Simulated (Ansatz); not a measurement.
What does this script print? It uses Ansatz's Python interface.

`tae_clh4p2si.py`:
```python
"""Atomisation energy of ClH4P2Si at the given geometry."""

from collections import Counter

import ansatz as az


def total_energy(molecule, charge=0, unpaired=0):
    calc = (
        molecule.calculation()
        .basis(gaussian="def2-TZVP")
        .correlation("mp2")
    )
    if charge:
        calc = calc.charge(charge)
    if unpaired:
        calc = calc.spin("collinear", total=unpaired)
    report = calc.run(threads=1).report
    if report["published_state_doubts"]:
        print("  doubts:", report["published_state_doubts"])
    return report["free_energy_ev"]

clh4p2si = (
    az.Crystal.molecule()
    .atom("P", (1.8663, -0.7051, -0.8347))
    .atom("Si", (0.2594, 0.0511, 0.3994))
    .atom("P", (-1.6294, -0.943, -0.1642))
    .atom("Cl", (0.0751, 2.1171, 0.1137))
    .atom("H", (3.0682, -0.0657, -0.4771))
    .atom("H", (0.5554, -0.2238, 1.8132))
    .atom("H", (-1.74, -0.2278, -1.4238))
    .atom("H", (-2.4551, -0.0027, 0.5734))
)

# Hund ground states
unpaired = {"P": 3, "Si": 2, "Cl": 1, "H": 1}
counts = Counter(site.symbol for site in clh4p2si.cartesian_sites)
atom_energy = {s: total_energy(az.Crystal.molecule().atom(s, (0, 0, 0)), 0, unpaired[s]) for s in counts}
whole = total_energy(clh4p2si, 0, 1)
for s, e in atom_energy.items():
    print(f"{s:2s} x{counts[s]}  {e:14.5f} eV")
print(f"ClH4P2Si: {whole:.5f} eV")
split = sum(counts[s] * e for s, e in atom_energy.items()) - whole
print(f"atomisation energy (no zero-point term): {split:.3f} eV, {split / sum(counts.values()):.3f} eV an atom")
```

```console
$ python tae_clh4p2si.py
P  x2     -9273.40222 eV
Si x1     -7861.52477 eV
Cl x1    -12507.22711 eV
H  x4       -13.60052 eV
ClH4P2Si: -38990.80485 eV
atomisation energy (no zero-point term): 20.846 eV, 2.606 eV an atom
```

20.846 eV from the electronic energies, without the zero-point term.

Notes:
- Total energies depend on the basis set; only differences at equal settings carry meaning.
- The geometry is a force-field or estimated start, not a minimum of this method, and the basis set is short of its limit. All parts are taken at fixed geometry, without zero-point energy.
- The species is open-shell (spin multiplicity 2).
- Hardware and time: 13 s on 1 thread of Arm Neoverse V1, on a shared host, peak memory 0.5 GiB.
